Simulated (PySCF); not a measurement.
# PbCl: from the state search to spectroscopic constants

The task here is to estimate one member of a computed series from the others.

The runs use PySCF 2.14.0; Pb x2c-TZVPPall, Cl x2c-TZVPPall, spin-free X2C with a Gaussian nucleus.

Set-up of the first run:

The job is set up so:

```yaml
atoms: Pb, Cl
charge: 0
basis: Pb x2c-TZVPPall, Cl x2c-TZVPPall
Hamiltonian: spin-free X2C with a Gaussian nucleus
basis_functions: 125
electrons_treated: 99
masses_in_u: 207.9766, 34.9689
levels: PBE0, PBE, r²SCAN, PW91, M06-2X, PBEsol, TPSSh, LC-ωPBE, HF, MP2, SCS-MP2, CCSD, CCSD(T)
grid: 80 radial by 434 angular points
occupations: held fixed by the projection of orbital angular momentum
dissociation_limit: Pb + Cl, each in its ground configuration
starting_distance_in_angstrom: 2.365
values_of_2S_to_try: 1, 3
```

Started as:

```
$ OMP_NUM_THREADS=2 python dia.py task.json out
```

Steps of the session up to this table: Input; PBE0 along the bond; Other states along the same grid; PBE (GGA); r²SCAN (meta-GGA); PW91; M06-2X (hybrid meta-GGA); PBEsol (GGA); TPSSh (hybrid meta-GGA); LC-ωPBE (range-separated hybrid); UHF (mean field); Correlated methods on the Hartree–Fock reference.

One table of the session follows, with a row left open; its other results are not shown here.

Energy (eV) from each level's lowest point:

| R (Å) | UHF | UHF-MP2 | UHF-SCS-MP2 | UHF-CCSD | UHF-CCSD(T) |
| --- | --- | --- | --- | --- | --- |
| 2.110 | 1.248 | 1.104 | 1.177 | n/a | n/a |
| 2.209 | 0.580 | 0.484 | 0.532 | 0.527 | 0.527 |
| 2.307 | 0.204 | 0.150 | 0.177 | 0.174 | 0.174 |
| 2.380 | ? | ? | ? | ? | ? |
| 2.454 | 0.000 | 0.000 | 0.000 | 0.000 | 0.000 |
| 2.528 | 0.004 | 0.029 | 0.017 | 0.019 | 0.019 |
| 2.626 | 0.082 | 0.138 | 0.112 | 0.115 | 0.115 |
| 2.748 | 0.254 | 0.348 | 0.305 | 0.310 | 0.310 |
| 2.896 | 0.525 | 0.658 | 0.600 | 0.605 | 0.606 |
| 3.092 | 0.930 | 1.111 | 1.035 | n/a | n/a |

Q: Estimate the row for R (Å) = 2.380 from the others.

Worked estimate for «UHF». A straight line through the neighbours (2.307, 0.204) and (2.454, 0.000) gives 0.204 + (0.000 − 0.204) × (2.380 − 2.307) / (2.454 − 2.307) = 0.103; a parabola fitted to 4 rows on both sides gives 0.055.

The run gave: UHF: 0.060; UHF-MP2: 0.033; UHF-SCS-MP2: 0.046; UHF-CCSD: 0.044; UHF-CCSD(T): 0.044. In «UHF» the line misses by +0.043 and the parabola by -0.005.
